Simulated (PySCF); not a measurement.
# HgPb+: from the state search to spectroscopic constants

The task here is to estimate one member of a computed series from the others.

Program: PySCF 2.14.0. Level of theory: Hg def2-SVP with ECP60, Pb def2-SVP with ECP60, scalar-relativistic core potentials. These are calculated values, not measurements.

Set-up of the first run:

A driver script around PySCF takes these settings:

```yaml
atoms: Hg, Pb
charge: 1
basis: Hg def2-SVP with ECP60, Pb def2-SVP with ECP60
Hamiltonian: scalar-relativistic core potentials
basis_functions: 58
electrons_treated: 41
masses_in_u: 201.9706, 207.9766
levels: PBE0, PBE, r²SCAN, BP86, revPBE, BHandHLYP, ωB97X, HF, MP2, SCS-MP2
grid: 80 radial by 434 angular points
occupations: held fixed by the projection of orbital angular momentum
dissociation_limit: Hg + Pb+, each in its ground configuration
starting_distance_in_angstrom: 2.870
values_of_2S_to_try: 1, 3
```

The run is started by

```bash
$ OMP_NUM_THREADS=1 python dia.py task.json out
```

Among the steps run: Set-up; The PBE0 curve of the state that the search chose; Higher solutions at PBE0; PBE (GGA); r²SCAN (meta-GGA); BP86 (GGA); revPBE; BHandHLYP; ωB97X (range-separated hybrid); UHF.

One of the session's tables, all rows but one given; the rest of the session is left out.

It belongs to the step «The curves together». Energy (eV) from each level's lowest point:

| R (Å) | UHF | UHF-MP2 | UHF-SCS-MP2 | PBE | revPBE |
| --- | --- | --- | --- | --- | --- |
| 2.610 | 0.659 | 0.423 | 0.477 | 0.408 | 0.469 |
| 2.732 | 0.346 | 0.179 | 0.216 | 0.170 | 0.211 |
| 2.853 | 0.160 | 0.054 | 0.075 | 0.050 | 0.073 |
| 2.944 | 0.077 | 0.012 | 0.022 | 0.010 | 0.021 |
| 3.035 | 0.029 | 0.000 | 0.000 | 0.000 | 0.000 |
| 3.126 | 0.005 | 0.009 | 0.000 | 0.011 | 0.000 |
| 3.248 | ? | ? | ? | ? | ? |
| 3.399 | 0.022 | 0.100 | 0.069 | 0.108 | 0.071 |
| 3.581 | 0.069 | 0.181 | 0.139 | 0.195 | 0.143 |
| 3.824 | 0.146 | 0.285 | 0.231 | 0.311 | 0.242 |

Estimate the missing values for R (Å) = 3.248.

Worked estimate for «UHF». A straight line through the neighbours (3.126, 0.005) and (3.399, 0.022) gives 0.005 + (0.022 − 0.005) × (3.248 − 3.126) / (3.399 − 3.126) = 0.013; a parabola fitted to 4 rows on both sides gives 0.004.

**Answer.** UHF: 0.000; UHF-MP2: 0.041; UHF-SCS-MP2: 0.022; PBE: 0.046; revPBE: 0.022. In «UHF» the line misses by +0.013 and the parabola by +0.004.
